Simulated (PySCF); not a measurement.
# A gas-phase reaction: ClGeH3O + F2 → ClFGeH2O + FH

What reaction energy should one expect for `[OH][GeH2][Cl]` + `FF` → `[OH][GeH]([F])[Cl]` + `F`?

Programs: PySCF 2.14.0. All values are calculated, for the isolated system unless a continuum is named. Atoms count from 0, parts from 1.

### Step 1. Starting point

Each species was relaxed by itself at PBE0-D3(BJ)/def2-SVPD.

### Step 2. Energies of the species: wB97M-D3(BJ)/def2-TZVPD

What the job is given:

```
{"job": {"kind": "react", "xc": "wB97M-D3(BJ)", "basis": "def2-TZVPD"}, "charge": 0, "multiplicity": 1}
-1 ClGeH3O charge 0 multiplicity 1
O      0.128160    -0.443190     1.370040
Ge     0.213230    -0.075200    -0.362960
Cl    -0.725510     1.855470    -0.717260
H     -0.760170    -0.482860     1.736310
H     -0.584190    -1.087000    -1.194310
H      1.701980     0.043150    -0.674470

-1 F2 charge 0 multiplicity 1
F      0.688760     0.018090    -0.002420
F     -0.688760    -0.018090     0.002420

+1 ClFGeH2O charge 0 multiplicity 1
O      1.253660    -0.564740     0.204100
Ge    -0.406610    -0.012200     0.295150
F     -1.282680    -0.694860    -1.046130
Cl    -0.518640     2.109790    -0.008540
H      1.723000    -0.319310    -0.600440
H     -1.027790    -0.457350     1.606540

+1 FH charge 0 multiplicity 1
F      0.459760     0.017530    -0.001970
H     -0.459760    -0.017530     0.001970
```

Level: wB97M-D3(BJ)/def2-TZVPD reaction energy of separated species, gas phase.

The run is started by

```
$ OMP_NUM_THREADS=1 python cluster_run.py task.json out
```

One launch serves the whole session: the jobs run in the order shown.

Standard output:

```text
species 1 (ClGeH3O)
coarse grid: 26328 points
cycle   1  E = -2614.2893619277  dE = -4.845e-01  |g| = 9.444e-01  |ddm| = 1.896e+00
cycle   2  E = -2614.2502664348  dE =  3.910e-02  |g| = 1.142e+00  |ddm| = 1.131e+00
cycle   3  E = -2614.4244788896  dE = -1.742e-01  |g| = 7.622e-02  |ddm| = 5.829e-01
cycle   4  E = -2614.4254717524  dE = -9.929e-04  |g| = 4.096e-02  |ddm| = 7.496e-02
cycle   5  E = -2614.4257167949  dE = -2.450e-04  |g| = 5.981e-03  |ddm| = 2.348e-02
cycle   6  E = -2614.4257281826  dE = -1.139e-05  |g| = 2.596e-03  |ddm| = 9.101e-03
cycle   7  E = -2614.4257298947  dE = -1.712e-06  |g| = 4.669e-04  |ddm| = 2.918e-03
final grid: 52112 points
cycle   8  E = -2614.4256186278  dE = -1.977e-07  |g| = 2.110e-04  |ddm| = 1.694e-03
cycle   9  E = -2614.4256186557  dE = -2.791e-08  |g| = 1.322e-04  |ddm| = 4.023e-04
cycle  10  E = -2614.4256186610  dE = -5.284e-09  |g| = 5.644e-05  |ddm| = 1.466e-04
cycle  11  E = -2614.4256186629  dE = -1.885e-09  |g| = 2.837e-05  |ddm| = 1.082e-04
cycle  12  E = -2614.4256186631  dE = -1.983e-10  |g| = 3.942e-06  |ddm| = 3.169e-05
converged SCF energy = -2614.4256186631

species 2 (F2)
coarse grid: 10600 points
cycle   1  E = -199.6113010770  dE =  1.195e-02  |g| = 3.458e-01  |ddm| = 1.052e+00
cycle   2  E = -199.6264075558  dE = -1.511e-02  |g| = 1.647e-01  |ddm| = 1.842e-01
cycle   3  E = -199.6293656922  dE = -2.958e-03  |g| = 2.217e-02  |ddm| = 5.435e-02
cycle   4  E = -199.6294272731  dE = -6.158e-05  |g| = 8.600e-03  |ddm| = 1.161e-02
cycle   5  E = -199.6294381231  dE = -1.085e-05  |g| = 7.501e-04  |ddm| = 4.105e-03
cycle   6  E = -199.6294382614  dE = -1.383e-07  |g| = 3.049e-05  |ddm| = 6.348e-04
final grid: 23208 points
cycle   7  E = -199.6294279341  dE = -2.198e-09  |g| = 2.061e-05  |ddm| = 1.248e-04
cycle   8  E = -199.6294279342  dE = -6.855e-11  |g| = 1.072e-05  |ddm| = 1.689e-05
converged SCF energy = -199.6294279342

species 3 (ClFGeH2O)
coarse grid: 29160 points
cycle   1  E = -2713.5992291122  dE = -3.293e-01  |g| = 1.087e+00  |ddm| = 1.913e+00
cycle   2  E = -2713.5499779276  dE =  4.925e-02  |g| = 1.340e+00  |ddm| = 1.281e+00
cycle   3  E = -2713.7797694050  dE = -2.298e-01  |g| = 6.308e-02  |ddm| = 6.544e-01
cycle   4  E = -2713.7804976559  dE = -7.283e-04  |g| = 3.718e-02  |ddm| = 7.116e-02
cycle   5  E = -2713.7807138318  dE = -2.162e-04  |g| = 6.584e-03  |ddm| = 2.403e-02
cycle   6  E = -2713.7807258628  dE = -1.203e-05  |g| = 2.622e-03  |ddm| = 9.047e-03
cycle   7  E = -2713.7807275866  dE = -1.724e-06  |g| = 7.101e-04  |ddm| = 3.110e-03
final grid: 58344 points
cycle   8  E = -2713.7805926421  dE = -2.851e-07  |g| = 7.512e-04  |ddm| = 1.748e-03
cycle   9  E = -2713.7805926303  dE =  1.177e-08  |g| = 9.132e-04  |ddm| = 7.551e-04
cycle  10  E = -2713.7805927453  dE = -1.150e-07  |g| = 5.354e-05  |ddm| = 3.907e-04
cycle  11  E = -2713.7805927477  dE = -2.369e-09  |g| = 2.938e-05  |ddm| = 1.243e-04
cycle  12  E = -2713.7805927481  dE = -3.793e-10  |g| = 7.839e-06  |ddm| = 4.668e-05
converged SCF energy = -2713.7805927481

species 4 (FH)
coarse grid: 7776 points
cycle   1  E = -100.4688151466  dE = -9.409e-02  |g| = 4.644e-01  |ddm| = 6.197e-01
cycle   2  E = -100.4724959609  dE = -3.681e-03  |g| = 5.038e-01  |ddm| = 3.808e-01
cycle   3  E = -100.5053099841  dE = -3.281e-02  |g| = 2.574e-02  |ddm| = 1.678e-01
cycle   4  E = -100.5053859628  dE = -7.598e-05  |g| = 5.007e-03  |ddm| = 1.077e-02
cycle   5  E = -100.5053906041  dE = -4.641e-06  |g| = 4.334e-04  |ddm| = 3.766e-03
final grid: 16976 points
cycle   6  E = -100.5053937734  dE = -6.401e-08  |g| = 1.069e-04  |ddm| = 8.222e-04
cycle   7  E = -100.5053937769  dE = -3.443e-09  |g| = 8.231e-05  |ddm| = 2.184e-04
cycle   8  E = -100.5053937777  dE = -8.860e-10  |g| = 2.037e-05  |ddm| = 3.751e-05
converged SCF energy = -100.5053937777

Reaction energy = -144.948 kcal/mol
```

It took 43 s on 1 thread of Arm Neoverse N1, shared host; peak memory 0.68 GiB.

Species by species (with the dispersion term, which the log's SCF energies lack):

```tsv
ν	species	energy (Eh)	HOMO (eV)
-1	[OH][GeH2][Cl]	-2614.43034	-11.21
-1	FF	-199.62975	-14.36
+1	[OH][GeH]([F])[Cl]	-2713.78545	-11.95
+1	F	-100.50563	-14.54
```

### Step 3. Reaction energy: PBE0-D3(BJ)/def2-TZVPD

Same as in step 2 but for these lines:

```diff
@@ -1,2 +1,2 @@
-{"job": {"kind": "react", "xc": "wB97M-D3(BJ)", "basis": "def2-TZVPD"}, "charge": 0, "multiplicity": 1}
+{"job": {"kind": "react", "xc": "PBE0", "basis": "def2-TZVPD", "disp": "d3bj"}, "charge": 0, "multiplicity": 1}
 -1 ClGeH3O charge 0 multiplicity 1
```

Level: PBE0-D3(BJ)/def2-TZVPD reaction energy of separated species, gas phase.

Standard output:

```text
species 1 (ClGeH3O)
coarse grid: 26328 points
cycle   1  E = -2613.7049979687  dE = -4.038e-01  |g| = 1.012e+00  |ddm| = 1.901e+00
cycle   2  E = -2613.3815905414  dE =  3.234e-01  |g| = 1.690e+00  |ddm| = 1.477e+00
cycle   3  E = -2613.8409601192  dE = -4.594e-01  |g| = 2.183e-01  |ddm| = 1.009e+00
cycle   4  E = -2613.8490494757  dE = -8.089e-03  |g| = 5.783e-02  |ddm| = 1.608e-01
cycle   5  E = -2613.8494656456  dE = -4.162e-04  |g| = 9.784e-03  |ddm| = 3.510e-02
cycle   6  E = -2613.8494875330  dE = -2.189e-05  |g| = 3.327e-03  |ddm| = 9.501e-03
cycle   7  E = -2613.8494902381  dE = -2.705e-06  |g| = 4.177e-04  |ddm| = 2.325e-03
final grid: 52112 points
cycle   8  E = -2613.8494654767  dE = -2.390e-08  |g| = 4.516e-04  |ddm| = 1.503e-03
cycle   9  E = -2613.8494654327  dE =  4.392e-08  |g| = 6.726e-04  |ddm| = 6.295e-04
cycle  10  E = -2613.8494655161  dE = -8.338e-08  |g| = 9.255e-05  |ddm| = 3.798e-04
cycle  11  E = -2613.8494655176  dE = -1.503e-09  |g| = 1.018e-05  |ddm| = 5.586e-05
cycle  12  E = -2613.8494655177  dE = -3.456e-11  |g| = 3.398e-06  |ddm| = 9.668e-06
converged SCF energy = -2613.8494655177

species 2 (F2)
coarse grid: 2176 points
cycle   1  E = -199.3949417301  dE =  9.181e-02  |g| = 2.764e-01  |ddm| = 1.051e+00
cycle   2  E = -199.4014712741  dE = -6.530e-03  |g| = 1.374e-01  |ddm| = 1.363e-01
cycle   3  E = -199.4037865193  dE = -2.315e-03  |g| = 2.290e-02  |ddm| = 5.059e-02
cycle   4  E = -199.4038495316  dE = -6.301e-05  |g| = 8.080e-03  |ddm| = 1.132e-02
cycle   5  E = -199.4038577372  dE = -8.206e-06  |g| = 1.817e-04  |ddm| = 3.279e-03
final grid: 23208 points
cycle   6  E = -199.4096321691  dE = -7.825e-06  |g| = 1.272e-03  |ddm| = 8.097e-03
cycle   7  E = -199.4096322229  dE = -5.378e-08  |g| = 1.039e-03  |ddm| = 8.900e-04
cycle   8  E = -199.4096323606  dE = -1.377e-07  |g| = 7.479e-05  |ddm| = 4.290e-04
cycle   9  E = -199.4096323613  dE = -7.186e-10  |g| = 1.978e-05  |ddm| = 3.183e-05
converged SCF energy = -199.4096323613

species 3 (ClFGeH2O)
coarse grid: 29160 points
cycle   1  E = -2712.9031178132  dE = -2.331e-01  |g| = 1.158e+00  |ddm| = 1.952e+00
cycle   2  E = -2712.5391758540  dE =  3.639e-01  |g| = 1.923e+00  |ddm| = 1.693e+00
cycle   3  E = -2713.0891142411  dE = -5.499e-01  |g| = 1.613e-01  |ddm| = 1.131e+00
cycle   4  E = -2713.0931083426  dE = -3.994e-03  |g| = 6.430e-02  |ddm| = 1.407e-01
cycle   5  E = -2713.0936694712  dE = -5.611e-04  |g| = 1.302e-02  |ddm| = 3.919e-02
cycle   6  E = -2713.0936944666  dE = -2.500e-05  |g| = 6.676e-03  |ddm| = 1.052e-02
cycle   7  E = -2713.0937016794  dE = -7.213e-06  |g| = 1.417e-03  |ddm| = 3.814e-03
final grid: 58344 points
cycle   8  E = -2713.0936774878  dE =  9.057e-08  |g| = 1.894e-03  |ddm| = 2.601e-03
cycle   9  E = -2713.0936768109  dE =  6.769e-07  |g| = 2.838e-03  |ddm| = 2.571e-03
cycle  10  E = -2713.0936781127  dE = -1.302e-06  |g| = 2.718e-04  |ddm| = 1.512e-03
cycle  11  E = -2713.0936781267  dE = -1.407e-08  |g| = 4.344e-05  |ddm| = 1.688e-04
cycle  12  E = -2713.0936781270  dE = -2.342e-10  |g| = 6.785e-06  |ddm| = 2.992e-05
converged SCF energy = -2713.0936781270

species 4 (FH)
coarse grid: 1712 points
cycle   1  E = -100.3541349132  dE = -3.605e-02  |g| = 4.958e-01  |ddm| = 6.253e-01
cycle   2  E = -100.3146150987  dE =  3.952e-02  |g| = 7.430e-01  |ddm| = 5.125e-01
cycle   3  E = -100.3938593186  dE = -7.924e-02  |g| = 2.284e-02  |ddm| = 2.892e-01
cycle   4  E = -100.3939348778  dE = -7.556e-05  |g| = 4.205e-03  |ddm| = 9.787e-03
cycle   5  E = -100.3939368618  dE = -1.984e-06  |g| = 3.557e-04  |ddm| = 1.247e-03
final grid: 16976 points
cycle   6  E = -100.3948398169  dE = -1.859e-05  |g| = 4.002e-03  |ddm| = 7.539e-03
cycle   7  E = -100.3948378867  dE =  1.930e-06  |g| = 5.505e-03  |ddm| = 3.356e-03
cycle   8  E = -100.3948419858  dE = -4.099e-06  |g| = 9.890e-05  |ddm| = 2.015e-03
cycle   9  E = -100.3948419871  dE = -1.269e-09  |g| = 1.774e-05  |ddm| = 3.911e-05
cycle  10  E = -100.3948419871  dE = -4.735e-11  |g| = 3.062e-06  |ddm| = 1.024e-05
converged SCF energy = -100.3948419871

Reaction energy = -144.041 kcal/mol
```

Wall time 24 s (1 thread of Arm Neoverse N1, shared host); peak memory 0.62 GiB.

Reaction energy at this level: -144.0 kcal/mol.

### Step 4. Reaction energy: MP2/def2-TZVPD

Same as in step 3 but for these lines:

```diff
@@ -1,2 +1,2 @@
-{"job": {"kind": "react", "xc": "PBE0", "basis": "def2-TZVPD", "disp": "d3bj"}, "charge": 0, "multiplicity": 1}
+{"job": {"kind": "react", "xc": "MP2", "basis": "def2-TZVPD"}, "charge": 0, "multiplicity": 1}
 -1 ClGeH3O charge 0 multiplicity 1
```

Level: MP2/def2-TZVPD reaction energy of separated species, gas phase.

Standard output:

```text
species 1 (ClGeH3O)
final grid: 52112 points
cycle   1  E = -2611.5058417452  dE = -6.002e-01  |g| = 6.631e-01  |ddm| = 1.868e+00
cycle   2  E = -2611.5631806525  dE = -5.734e-02  |g| = 4.809e-01  |ddm| = 6.469e-01
cycle   3  E = -2611.5941573813  dE = -3.098e-02  |g| = 4.233e-02  |ddm| = 2.601e-01
cycle   4  E = -2611.5948177785  dE = -6.604e-04  |g| = 1.498e-02  |ddm| = 5.895e-02
cycle   5  E = -2611.5948924041  dE = -7.463e-05  |g| = 4.427e-03  |ddm| = 1.750e-02
cycle   6  E = -2611.5949003087  dE = -7.905e-06  |g| = 1.578e-03  |ddm| = 5.899e-03
cycle   7  E = -2611.5949014579  dE = -1.149e-06  |g| = 6.246e-04  |ddm| = 1.974e-03
cycle   8  E = -2611.5949017054  dE = -2.475e-07  |g| = 1.471e-04  |ddm| = 9.771e-04
cycle   9  E = -2611.5949017234  dE = -1.801e-08  |g| = 2.167e-05  |ddm| = 3.476e-04
cycle  10  E = -2611.5949017237  dE = -3.265e-10  |g| = 5.359e-06  |ddm| = 5.290e-05
converged SCF energy = -2611.5949017237

species 2 (F2)
final grid: 23208 points
cycle   1  E = -198.7437220909  dE = -9.861e-02  |g| = 3.997e-01  |ddm| = 1.051e+00
cycle   2  E = -198.7662954737  dE = -2.257e-02  |g| = 1.393e-01  |ddm| = 1.852e-01
cycle   3  E = -198.7684700321  dE = -2.175e-03  |g| = 2.171e-02  |ddm| = 5.087e-02
cycle   4  E = -198.7685852598  dE = -1.152e-04  |g| = 5.686e-03  |ddm| = 1.383e-02
cycle   5  E = -198.7685928009  dE = -7.541e-06  |g| = 9.806e-04  |ddm| = 3.640e-03
cycle   6  E = -198.7685930799  dE = -2.790e-07  |g| = 1.391e-04  |ddm| = 7.865e-04
cycle   7  E = -198.7685930844  dE = -4.443e-09  |g| = 1.112e-05  |ddm| = 1.118e-04
cycle   8  E = -198.7685930844  dE = -3.456e-11  |g| = 1.257e-06  |ddm| = 1.187e-05
converged SCF energy = -198.7685930844

species 3 (ClFGeH2O)
final grid: 58344 points
cycle   1  E = -2710.4245336421  dE = -4.853e-01  |g| = 8.095e-01  |ddm| = 1.884e+00
cycle   2  E = -2710.5017686552  dE = -7.724e-02  |g| = 5.912e-01  |ddm| = 7.526e-01
cycle   3  E = -2710.5461704642  dE = -4.440e-02  |g| = 4.455e-02  |ddm| = 2.955e-01
cycle   4  E = -2710.5469375982  dE = -7.671e-04  |g| = 1.568e-02  |ddm| = 6.350e-02
cycle   5  E = -2710.5470256764  dE = -8.808e-05  |g| = 4.092e-03  |ddm| = 2.035e-02
cycle   6  E = -2710.5470342956  dE = -8.619e-06  |g| = 1.228e-03  |ddm| = 6.272e-03
cycle   7  E = -2710.5470354670  dE = -1.171e-06  |g| = 4.240e-04  |ddm| = 2.234e-03
cycle   8  E = -2710.5470355581  dE = -9.109e-08  |g| = 1.791e-04  |ddm| = 5.682e-04
cycle   9  E = -2710.5470355691  dE = -1.100e-08  |g| = 2.806e-05  |ddm| = 2.209e-04
cycle  10  E = -2710.5470355695  dE = -4.070e-10  |g| = 9.579e-06  |ddm| = 4.956e-05
converged SCF energy = -2710.5470355695

species 4 (FH)
final grid: 16976 points
cycle   1  E = -100.0371192371  dE = -1.649e-01  |g| = 4.007e-01  |ddm| = 6.032e-01
cycle   2  E = -100.0578871270  dE = -2.077e-02  |g| = 2.336e-01  |ddm| = 2.533e-01
cycle   3  E = -100.0646337057  dE = -6.747e-03  |g| = 2.356e-02  |ddm| = 8.092e-02
cycle   4  E = -100.0647511396  dE = -1.174e-04  |g| = 6.199e-03  |ddm| = 1.253e-02
cycle   5  E = -100.0647668529  dE = -1.571e-05  |g| = 1.459e-03  |ddm| = 5.122e-03
cycle   6  E = -100.0647681260  dE = -1.273e-06  |g| = 2.290e-04  |ddm| = 1.848e-03
cycle   7  E = -100.0647681603  dE = -3.438e-08  |g| = 1.958e-05  |ddm| = 4.211e-04
cycle   8  E = -100.0647681605  dE = -1.852e-10  |g| = 2.360e-06  |ddm| = 2.495e-05
converged SCF energy = -100.0647681605

Reaction energy = -155.223 kcal/mol
```

It took 12 s on 1 thread of Arm Neoverse N1, shared host; peak memory 0.52 GiB.

Reaction energy at this level: -155.2 kcal/mol.

### Step 5. Side by side

Energies in kcal/mol, with wall time:

```tsv
run	reaction	time
wB97M-D3(BJ)/def2-TZVPD	-144.9	43 s
PBE0-D3(BJ)/def2-TZVPD	-144.0	24 s
MP2/def2-TZVPD	-155.2	12 s
```

### Step 6. What came out

```
                                                quantity                      value
               reaction energy (wB97M-D3(BJ)/def2-TZVPD)            -144.9 kcal/mol
                     ΔH, ΔG at 298 K (xTB thermal terms)    -143.4, -143.2 kcal/mol
range of the reaction energy over the runs of this table  -155.2 to -144.0 kcal/mol
```

**Reading.** The reaction is exothermic by 143.4 kcal/mol in the gas phase; dispersion gives -0.03, and xTB itself gave -109.7 for the electronic energy (xTB energies and thermal terms come from the earlier relaxation of each species, not shown). No barrier was sought. xTB and this level differ widely in the electronic energy, so what comes from xTB (the thermal terms above all) is less safe here. The reaction energy runs from -155.2 (MP2/def2-TZVPD) to -144.0 kcal/mol (PBE0-D3(BJ)/def2-TZVPD).
